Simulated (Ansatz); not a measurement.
# C4H8SSi: the cost of one run

Method: RKS PBE0/def2-SVP, in Ansatz 0.2.0.

### 1 The structure to begin with

Bond lengths: C1–C2 1.517 Å, C2–C3 1.501 Å, C2–C5 1.413 Å, Si4–C5 1.657 Å, C5–S6 1.648 Å, C1–H7 1.067 Å, C1–H8 1.059 Å, C1–H9 1.170 Å, C3–H10 1.104 Å, C3–H11 1.073 Å, C3–H12 1.141 Å, Si4–H13 1.404 Å, Si4–H14 1.572 Å. Angles (14 of 21 angles, heavy atoms first): C1–C2–C3 112.0°, C1–C2–C5 123.1°, C3–C2–C5 119.4°, C2–C5–Si4 99.6°, C2–C5–S6 123.2°, Si4–C5–S6 137.2°, C2–C1–H7 110.5°, C2–C1–H8 111.2°, C2–C1–H9 108.3°, C2–C3–H10 112.5°, C2–C3–H11 113.8°, C2–C3–H12 109.5°, C5–Si4–H13 123.2°, C5–Si4–H14 114.4°.

As a file:

```xyz
14

C    -0.8963   -0.5808    1.1092
C     0.1527    0.2956    0.4507
C     1.4187   -0.4593    0.1694
Si   -0.6148    0.6734   -1.7382
C    -0.1692    1.4279   -0.3316
S    -0.0172    2.9759    0.2141
H    -0.5763   -0.8795    2.0827
H    -1.1509   -1.4024    0.4922
H    -1.8509    0.0694    1.2986
H     2.2050    0.1807   -0.2679
H     1.2735   -1.3417   -0.4235
H     1.8883   -0.7963    1.1526
H     0.2818   -0.0532   -2.5379
H    -1.9573   -0.1389   -1.6417
```

### 2 Relaxing end A

input.yaml reads:

```yaml
crystal:
  periodic: [false, false, false]
  atoms:
    - { symbol: C, position_ang: [-0.8963, -0.5808, 1.1092] }
    - { symbol: C, position_ang: [0.1527, 0.2956, 0.4507] }
    - { symbol: C, position_ang: [1.4187, -0.4593, 0.1694] }
    - { symbol: Si, position_ang: [-0.6148, 0.6734, -1.7382] }
    - { symbol: C, position_ang: [-0.1692, 1.4279, -0.3316] }
    - { symbol: S, position_ang: [-0.0172, 2.9759, 0.2141] }
    - { symbol: H, position_ang: [-0.5763, -0.8795, 2.0827] }
    - { symbol: H, position_ang: [-1.1509, -1.4024, 0.4922] }
    - { symbol: H, position_ang: [-1.8509, 0.0694, 1.2986] }
    - { symbol: H, position_ang: [2.205, 0.1807, -0.2679] }
    - { symbol: H, position_ang: [1.2735, -1.3417, -0.4235] }
    - { symbol: H, position_ang: [1.8883, -0.7963, 1.1526] }
    - { symbol: H, position_ang: [0.2818, -0.0532, -2.5379] }
    - { symbol: H, position_ang: [-1.9573, -0.1389, -1.6417] }
basis:
  gaussian: { orbitals: def2-SVP }
hamiltonian:
  xc: pbe0
relax:
  f_tol: 0.015
  max_steps: 40
```

Run with:

```bash
> ansatz run input.yaml --threads 2 --pin off --max-ram 3072MiB --backend cpu --events-out ev --progress --plain --runs-dir out
```

**Question.** How long does this run take on 2 threads of Arm Neoverse V2, shared host, and how much memory does it need?

About 83 s, with a peak of 0.38 GiB.
